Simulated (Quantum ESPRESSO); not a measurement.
# GdO: Wannier functions under several settings

```xyz
2
Lattice="3.1133 0.0000 0.0000 -1.5566 2.6962 0.0000 0.0000 0.0000 3.0384" Properties=species:S:1:pos:R:3 pbc="T T T"
Gd    0.0000    0.0000    0.0000
O     1.5566    0.8987    1.5192
```

The cell comes from a database or a generator and needn't be the stable form of this composition.

All runs used Quantum ESPRESSO 7.5; potentials JTH 2.0 PBE; k mesh 8 × 8 × 7; given cell; collinear spin, ferromagnetic start; cutoff 707 eV; occupations fermi-dirac, width 0.05 eV.

```csv
level,start,Wannier mesh,spread a function (Å²),RMS miss of the bands (meV)
PBE,atomic projections with disentanglement,6 × 6 × 5,?,?
PBE,"atomic projections with disentanglement, not minimised",6 × 6 × 5,1.23,32
PBE,SCDM with an erfc weight,6 × 6 × 5,1.21,116
```

Problem. What stands in the row left open?

Solution. Spread a function 0.67 Å²; RMS miss of the bands 8 meV.

Caveats: a cell with one magnetic atom can't hold antiferromagnetic order, which such compounds often take; the Wannier minimisation didn't converge (some runs).

For the row left open. Caveat: the k mesh is coarse; the Wannier minimisation didn't converge; a cell with one magnetic atom can't hold antiferromagnetic order, which such compounds often take.
